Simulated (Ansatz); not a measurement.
Input of an Ansatz 0.2.0 run:

input.yaml

```yaml
crystal:
  lattice:
    - [4.00294434, 0.0, 0.0]
    - [0.0, 4.00294434, 0.0]
    - [0.0, 0.0, 4.00294434]
  atoms:
    - { symbol: Bi, position: [0.490262, 0.490246, 0.498221] }
    - { symbol: S, position: [-0.000493, -0.002053, 0.004441] }
kpoints:
  mp_grid: { grid: [7, 7, 7] }
scf:
  occupations: { method: fermi_dirac, width: 0.05 }
hamiltonian:
  xc: pbe
  pseudopotentials: { kind: all_electron, lapw: { basis_error: 0.001 } }
output:
  forces: true
  stress: true
  eigenvalues: true
  populations: true
```

Potentials or basis: all-electron LAPW, scalar-relativistic.

Command:

```bash
$ ansatz run input.yaml --threads 1 --pin off --max-ram 3072MiB --backend cpu --events-out ev --progress --plain --runs-dir out
```

(1) Estimate the Loewdin charges.

(2) Estimate the pressure.

Results:

(1) Bi +0.53; S -0.47 e.

(2) -10.9 GPa.

Caveat: spin-orbit coupling is left out, which moves the levels of the heavy elements.
